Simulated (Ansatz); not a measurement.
Write a Python script for Ansatz's Python interface that makes a rigid scan of one bond length of C₂H₅AlSn, SMILES [SnH3][C]1=[CH][AlH]1. Level of theory (for the species named): r2SCAN, def2-SVP basis, multiplicity 1, D3BJ dispersion.

```xyz
9

Sn   -0.2596    1.1981   -1.1601
C     0.0297   -0.3639    0.1679
C     0.2086   -1.7713    0.3269
Al    0.4033   -0.8296    1.8943
H    -1.2416    0.6629   -2.5538
H    -1.1889    2.5258   -0.3463
H     1.2553    1.8688   -1.7288
H     0.3560   -2.7340   -0.1272
H     0.5257   -0.6032    3.5100
```

Script `run_scan.py`:
```python
'''Stretching a bond of C2H5AlSn, the rest held rigid.'''

import logging
import sys

import ansatz as az
from ase import Atoms
import numpy as np

logging.basicConfig(stream=sys.stdout, format='%(name)s: %(message)s')
log = logging.getLogger('calc')
log.setLevel(logging.INFO)

atoms = Atoms(['Sn', 'C', 'C', 'Al', 'H', 'H', 'H', 'H', 'H'], positions=[
    [-0.2596, 1.1981, -1.1601],
    [0.0297, -0.3639, 0.1679],
    [0.2086, -1.7713, 0.3269],
    [0.4033, -0.8296, 1.8943],
    [-1.2416, 0.6629, -2.5538],
    [-1.1889, 2.5258, -0.3463],
    [1.2553, 1.8688, -1.7288],
    [0.356, -2.734, -0.1272],
    [0.5257, -0.6032, 3.51],
])
molecule = az.Crystal.molecule_from_ase(atoms)

symbols = [site.symbol for site in molecule.cartesian_sites]
start = np.array([site.position_ang for site in molecule.cartesian_sites])
axis = (start[4] - start[0]) / np.linalg.norm(start[4] - start[0])
moving = [4]
lengths, energies = [1.573, 1.644, 1.715, 1.787, 1.858, 1.93, 2.001, 2.109], []
for length in lengths:
    xyz = start.copy()
    xyz[moving] += (length - np.linalg.norm(start[4] - start[0])) * axis
    point = az.Crystal.molecule()
    for symbol, place in zip(symbols, xyz):
        point = point.atom(symbol, place.tolist())
    calculation = point.calculation()
    calculation = calculation.basis(gaussian='def2-SVP')
    calculation = calculation.functional('r2scan', dispersion='d3bj').accuracy('medium')
    calculation = calculation.scf(lower_state_search='standard')
    rep = calculation.run(threads=1).report
    energies.append(rep['free_energy_ev'])
    log.info(f'r = {length:6.3f} A  E = {energies[-1]:.5f} eV  <S^2> = {abs(rep["mean_field"]["state"]["spin_squared"]):.3f}')

# quartic fit about the minimum
fit = np.polynomial.Polynomial.fit(lengths, np.array(energies) - min(energies), 4).convert()
roots = [r.real for r in fit.deriv().roots() if abs(r.imag) < 1e-9 and fit.deriv(2)(r.real) > 0]
r_e = min(roots, key=lambda r: abs(r - lengths[int(np.argmin(energies))]))
log.info(f'minimum of the fit at {r_e:.4f} A, force constant {fit.deriv(2)(r_e):.2f} eV/A^2')
```

```console
$ python run_scan.py
DeckWarning: the engine holds no damping parameters fitted to this dispersion correction and functional, so the run takes those fitted to r2scan beside the three-body term, which d3bj leaves out (hamiltonian.dispersion, under Limitations)
calc: r =  1.573 A  E = -14576.17409 eV  <S^2> = 0.000
calc: r =  1.644 A  E = -14576.31103 eV  <S^2> = 0.000
calc: r =  1.715 A  E = -14576.35789 eV  <S^2> = 0.000
calc: r =  1.787 A  E = -14576.33615 eV  <S^2> = 0.000
calc: r =  1.858 A  E = -14576.26390 eV  <S^2> = 0.000
calc: r =  1.930 A  E = -14576.15303 eV  <S^2> = 0.000
calc: r =  2.001 A  E = -14576.01741 eV  <S^2> = 0.000
calc: r =  2.109 A  E = -14575.77947 eV  <S^2> = 0.000
calc: minimum of the fit at 1.7256 A, force constant 12.96 eV/A^2
```
(Warnings from the package without file and line.)

What to keep in mind:
- The settings weren't tested for convergence.
- The rest of the molecule is held rigid at a force-field or estimated start geometry, and the basis set is modest; single-reference methods fail as a bond breaks.
- def2 sets replace the cores of elements past krypton by effective core potentials.
- The orbitals are restricted, so S² is zero by construction.
- A dispersion term here runs with damping parameters fitted for another variant or functional.
- Timing: 47 s on 1 thread of Arm Neoverse V2, with other jobs on the host, peak memory 0.23 GiB.
